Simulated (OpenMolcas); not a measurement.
**One shape, several levels: CH5BO2 (SMILES COBO)**

We compute a comparison of 6 runs (HF/3-21G, B3LYP/6-31G*, PBE0/cc-pVDZ, SVWN5/cc-pVDZ, MP2/cc-pVDZ) of CH5BO2. 

The calculation is run with OpenMolcas 26.06.

1 further run of the same task is left out (set aside as unsound or not needed).

### Step 1. The system as given

CH5BO2 has 9 atoms, charge 0, and is taken as a singlet. SMILES: `COBO`. One bond was lengthened or shortened from a relaxed shape.

Bond lengths: C1–O2 1.410 Å, O2–B3 1.356 Å, B3–O4 1.356 Å, C1–H5 1.094 Å, C1–H6 1.092 Å, C1–H7 1.256 Å, B3–H8 1.199 Å, O4–H9 0.962 Å. Some angles: C1–O2–B3 121.7°, O2–B3–O4 119.6°, O2–C1–H5 111.5°, O2–C1–H6 109.2°, O2–C1–H7 109.3°, O2–B3–H8 121.8°, O4–B3–H8 118.6°, B3–O4–H9 112.1°, H5–C1–H6 109.1°, H5–C1–H7 109.0°.

### Step 2. A single-point energy at HF/3-21G (run 1)

coord.xyz

```xyz
9

C      0.405793     0.726058    -0.981753
O      0.010493     0.378958     0.326647
B     -0.010907    -0.909942     0.747247
O     -0.400607    -1.194342     2.014147
H      0.692093    -0.155642    -1.561953
H      1.255393     1.410558    -0.930553
H     -0.544800     1.307500    -1.561700
H      0.307893    -1.814242     0.028047
H     -0.634907    -0.402142     2.507847
```

calc.input

```
&GATEWAY
BasLib=$CurrDir
Coord=coord.xyz
Basis=3-21G
Group=NoSym
&SEWARD
&SCF
Thresholds=1e-10 1e-07 1e-07 1e-05
PrOrbitals=1 1
```

The basis set 3-21G is read from a file made from the Basis Set Exchange's data (not shown).

Started as:

```
$ export MOLCAS_MEM=1860
$ pymolcas calc.input > calc.log
```

What it wrote:

```text
--- Start Module: gateway ---
[...]
--- Stop Module: gateway /rc=_RC_ALL_IS_WELL_ ---
--- Start Module: seward ---
[...]
      Basis functions           46
--- Stop Module: seward /rc=_RC_ALL_IS_WELL_ ---
--- Start Module: scf ---
[...]
       Convergence after  12 Iterations
[...]
::    Total SCF energy                               -214.0795789996
[...]
      Total spin, S                                     0.0000000000
[...]
      Total electronic charge=   32.000000
      Total            charge=   -0.000000
[...]
      Dipole Moment (debye):
      Origin of the operator (angstrom)=   -0.0068   -0.2332    0.5389
                   X=  4.1650E-01               Y=  1.6317E+00               Z= -1.3210E+00           Total=  2.1403E+00
      Quadrupole Moment (debye*angstrom):
[...]
--- Stop Module: scf /rc=_RC_ALL_IS_WELL_ ---
[...]
```

Run time: 1.9 s. Hardware: 1 thread of Intel Xeon Platinum 8375C at 2.90GHz (Ice Lake), shared host; peak memory 0.38 GiB.

### Step 3. The energy at B3LYP/6-31G(d) (spherical functions) (run 2)

job.inp

```
* CH5BO2 Kohn-Sham DFT
&GATEWAY
BasLib=$CurrDir
Coord
9
angstrom
C        0.405793       0.726058      -0.981753
O        0.010493       0.378958       0.326647
B       -0.010907      -0.909942       0.747247
O       -0.400607      -1.194342       2.014147
H        0.692093      -0.155642      -1.561953
H        1.255393       1.410558      -0.930553
H       -0.544800       1.307500      -1.561700
H        0.307893      -1.814242       0.028047
H       -0.634907      -0.402142       2.507847
Basis=6-31Gs
Group=NoSym
&SEWARD
GridInput
Grid=UltraFine
End of Grid
&SCF
KSDFT=B3LYP
Thresholds=1e-10 1e-07 1e-07 1e-05
PrOrbitals=1 2
```

The basis set 6-31G* is read from a file made from the Basis Set Exchange's data (not shown).

Started as:

```
$ export MOLCAS_MEM=1860
$ pymolcas job.inp > job.log
```

What it wrote:

```text
--- Start Module: gateway ---
[...]
--- Stop Module: gateway /rc=_RC_ALL_IS_WELL_ ---
--- Start Module: seward ---
[...]
      Basis functions           66
--- Stop Module: seward /rc=_RC_ALL_IS_WELL_ ---
[...]
--- Start Module: scf ---
[...]
       Convergence after  14 Iterations
[...]
::    Total KS-DFT energy                            -216.4844366295
[...]
      Total spin, S                                     0.0000000000
[...]
      Total electronic charge=   32.000000
      Total            charge=   -0.000000
[...]
      Dipole Moment (debye):
      Origin of the operator (angstrom)=   -0.0068   -0.2332    0.5389
                   X=  2.2994E-01               Y=  1.5167E+00               Z= -7.2617E-01           Total=  1.6972E+00
      Quadrupole Moment (debye*angstrom):
[...]
--- Stop Module: scf /rc=_RC_ALL_IS_WELL_ ---
[...]
```

Run time: 16 s. Hardware: 1 thread of Intel Xeon Platinum 8375C at 2.90GHz (Ice Lake), shared host; peak memory 0.41 GiB.

Runs 3 to 5 aren't shown in full; the table further down has their settings and results.

### Step 4. A single-point energy at MP2/cc-pVDZ (run 6)

mol.inp

```
&GATEWAY
 BasLib = $CurrDir
 Coord
 9
 angstrom
 C        0.405793       0.726058      -0.981753
 O        0.010493       0.378958       0.326647
 B       -0.010907      -0.909942       0.747247
 O       -0.400607      -1.194342       2.014147
 H        0.692093      -0.155642      -1.561953
 H        1.255393       1.410558      -0.930553
 H       -0.544800       1.307500      -1.561700
 H        0.307893      -1.814242       0.028047
 H       -0.634907      -0.402142       2.507847
 Basis = cc-pVDZ
 Group = NoSym

&SEWARD

&SCF
 Thresholds = 1e-10 1e-07 1e-07 1e-05
 PrOrbitals = 1 1

&MBPT2
 Frozen = 4
```

The basis set cc-pVDZ is read from a file made from the Basis Set Exchange's data (not shown).

Started as:

```
$ export MOLCAS_MEM=1860
$ pymolcas mol.inp > mol.log
```

What it wrote:

```text
--- Start Module: gateway ---
[...]
--- Stop Module: gateway /rc=_RC_ALL_IS_WELL_ ---
[...]
      Basis functions           81
[...]
--- Start Module: scf ---
[...]
       Convergence after  13 Iterations
[...]
::    Total SCF energy                               -215.2821065802
[...]
      Total spin, S                                     0.0000000000
[...]
      Total electronic charge=   32.000000
      Total            charge=   -0.000000
[...]
      Dipole Moment (debye):
      Origin of the operator (angstrom)=   -0.0068   -0.2332    0.5389
                   X=  3.4028E-01               Y=  1.3835E+00               Z= -9.8958E-01           Total=  1.7347E+00
      Quadrupole Moment (debye*angstrom):
[...]
--- Stop Module: scf /rc=_RC_ALL_IS_WELL_ ---
[...]
--- Start Module: mbpt2 ---
[...]
WARNING!
Default frozen orbitals as non valence orbitals is overwritten by user input.
Default values:   4
[...]
       Reference weight ( Cref**2 )         =        0.85123
::    Total MBPT2 energy                             -215.8837777479
[...]
      Total MBPT2 calculations                           0.21      0.23
--- Stop Module: mbpt2 /rc=_RC_ALL_IS_WELL_ ---
[...]
```

It took 5.4 s on 1 thread of Intel Xeon Platinum 8375C at 2.90GHz (Ice Lake), shared host; peak memory 0.45 GiB.

### Step 5. All runs side by side

| run | level | integration grid | Cartesian functions | energy (Eh) | dipole moment (D) of the reference | HOMO energy (eV) | LUMO energy (eV) | wall time |
| --- | --- | --- | --- | --- | --- | --- | --- | --- |
| 1 | HF/3-21G | – | no | -214.079579 | 2.14 | -12.09 | 5.61 | 1.9 s |
| 2 | B3LYP/6-31G* (spherical functions) | UltraFine | no | -216.484437 | 1.70 | -7.99 | 1.43 | 16 s |
| 3 | B3LYP/6-31G* (Cartesian functions) | UltraFine | yes | -216.487878 | 1.70 | -8.00 | 1.42 | 17 s |
| 4 | PBE0/cc-pVDZ | UltraFine | no | -216.251247 | 1.63 | -8.33 | 1.36 | 21 s |
| 5 | SVWN5/cc-pVDZ | UltraFine | no | -214.747799 | 1.66 | -6.87 | 0.11 | 15 s |
| 6 | MP2/cc-pVDZ | – | no | -215.883778 | 1.73 | -12.24 | 4.96 | 5.4 s |

### Step 6. Results

| quantity | value |
| --- | --- |
| run 6: total energy | -215.88378 Eh |
| run 6: dipole moment (mean-field density) | 1.73 D |
| run 6: HOMO energy (Hartree–Fock orbitals) | -12.24 eV |
| run 6: LUMO energy (Hartree–Fock orbitals) | 4.96 eV |
| run 6: HOMO–LUMO gap (Hartree–Fock orbitals) | 17.20 eV |
| run 6: correlation energy (4 core orbitals frozen) | -601.7 mEh |

Over runs 1, 2, 3, 4, 5 the dipole moment (its size) runs from 1.63 D (PBE0/cc-pVDZ) to 2.14 D (HF/3-21G). The two ends differ in method and basis. Over runs 1, 2, 3, 4, 5 the HOMO–LUMO gap runs from 6.98 eV (SVWN5/cc-pVDZ) to 17.70 eV (HF/3-21G). Totals of different functionals can't be ranked against each other. All runs together took 77 s, the longest 21 s.
